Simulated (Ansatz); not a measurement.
# CH₃BN₂S: how energies converge with the basis set

Aim: see how fast density functionals converge with the basis set for CH₃BN₂S.

Computed with Ansatz 0.2.0, Gaussian basis. Level: one geometry, several basis sets.

Levels to be run: PBE0-D4/def2-SVP; ωB97M-V/def2-SVP; PBE0-D4/def2-QZVPP; ωB97M-V/def2-QZVPP; the functionals' def2-TZVPP values are taken from earlier runs.

### 1 The relaxed structure

An earlier PBE0-D4 in a triple-zeta def2 set relaxation fixed the geometry.

8 atoms, charge 0, spin multiplicity 1.

Atoms are counted from 1 here; the program's logs count them from 0.

Bond lengths: N1–B2 1.375 Å, N1–H6 1.007 Å, N1–H7 1.005 Å, B2–N3 1.479 Å, B2–S5 1.884 Å, N3–C4 1.276 Å, C4–S5 1.796 Å, C4–H8 1.093 Å. Angles: B2–N1–H6 121.3°, B2–N1–H7 123.7°, H6–N1–H7 115.0°, N1–B2–N3 130.8°, N1–B2–S5 132.6°, N3–B2–S5 96.7°, B2–N3–C4 89.8°, N3–C4–S5 109.5°, N3–C4–H8 127.3°, S5–C4–H8 123.2°, B2–S5–C4 64.0°.

### 2 PBE0-D4 in def2-SVP

Input file in.yaml:

```yaml
crystal:
  periodic: [false, false, false]
  atoms:
    - {symbol: N, position_ang: [-0.564700, 1.502636, -0.145619]}
    - {symbol: B, position_ang: [-0.044382, 0.231690, -0.076262]}
    - {symbol: N, position_ang: [-0.279034, -0.855932, 0.898446]}
    - {symbol: C, position_ang: [0.533244, -1.601804, 0.256439]}
    - {symbol: S, position_ang: [1.181022, -0.704466, -1.158648]}
    - {symbol: H, position_ang: [-1.223362, 1.836355, 0.538820]}
    - {symbol: H, position_ang: [-0.328327, 2.163837, -0.864221]}
    - {symbol: H, position_ang: [0.817839, -2.629516, 0.495347]}
basis:
  gaussian: {orbitals: def2-SVP}
hamiltonian: {xc: pbe0, dispersion: d4}
output: {orbitals: {seedname: orbitals}}
```

Started as:

```
$ ansatz run in.yaml --threads 2 --pin off --events-out ev --progress --plain --max-ram 4352MiB
```

The runs that follow: ωB97M-V in def2-SVP; PBE0-D4 in def2-QZVPP; ωB97M-V in def2-QZVPP.

**Question.** What will the summary of the whole plan be? Wanted: PBE0-D4: double and triple zeta above quadruple; ωB97M-V: double and triple zeta above quadruple.

**Answer**, as computed:

| quantity | value |
| --- | --- |
| PBE0-D4: double and triple zeta above quadruple | 9.68, 0.59 eV |
| ωB97M-V: double and triple zeta above quadruple | 9.78, 0.55 eV |

What this shows: For PBE0-D4 the step from double to triple zeta gains 9.08 eV and the next only 0.59 eV. Total energies overstate the basis error of differences, where much of it tends to cancel.
